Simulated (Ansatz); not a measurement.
# AsGeH3: the cost of one run

Program: Ansatz 0.2.0, Gaussian basis. Level of theory: cc-pVDZ, all electrons in the functionals, frozen cores in the correlation of double hybrids and RPA. These are calculated values, not measurements.

Plan: wB97M-V, B2PLYP, RPA-PBE, at charge 0, triplet; charge 0, singlet; charge 0, quintet; charge 1, doublet; charge 1, quartet; displaced geometry v1; displaced geometry v2.

24 further runs of the same task are left out: 11 that didn't finish, 13 set aside as unsound or not needed.

**1. What is computed**

The geometry is a PBE0/def2-TZVP stationary point (not a proven minimum). No spin-orbit coupling is included. The filled d shell of Ge, As may be among the frozen orbitals whatever the setting's name suggests; the logs give the count.

5 atoms, charge 0, spin multiplicity 3.

Atoms are counted from 1 here; the program's logs count them from 0.

Bond lengths: Ge1–As2 2.414 Å, Ge1–H3 1.557 Å, As2–H4 1.522 Å, As2–H5 1.522 Å. Angles: As2–Ge1–H3 114.2°, Ge1–As2–H4 97.6°, Ge1–As2–H5 97.6°, H4–As2–H5 92.8°.

No dispersion term is added; wB97M-V holds VV10 nonlocal correlation.

The geometry shown and the zero of energy belong to the point charge 0, triplet. The yardstick, UCCSDT(Q), and other wave-function levels (R restricted, U unrestricted, valence and pair active spaces) come from earlier runs.

**2. wB97M-V, charge 0, triplet**

Input file in.yaml:

```yaml
crystal:
  periodic: [false, false, false]
  atoms:
    - {symbol: Ge, position_ang: [0.000000, 0.064628, 1.230152]}
    - {symbol: As, position_ang: [0.000000, -0.070415, -1.180173]}
    - {symbol: H, position_ang: [0.000000, -1.317769, 1.946080]}
    - {symbol: H, position_ang: [1.101747, 0.947133, -1.438211]}
    - {symbol: H, position_ang: [-1.101747, 0.947133, -1.438211]}
basis:
  gaussian: {orbitals: cc-pVDZ}
magnetization: {spin_polarized: true, initial_magnetization: 2}
hamiltonian: {xc: {name: wB97M-V}}
output: {orbitals: {seedname: orbitals}}
```

The run is started by

```
$ ansatz run in.yaml --threads 1 --pin off --events-out ev --progress --plain --max-ram 2393MiB
```

Q: Estimate wall time and peak memory on 1 thread of Arm Neoverse V1, shared host.

About 21 s, with a peak of 0.34 GiB.
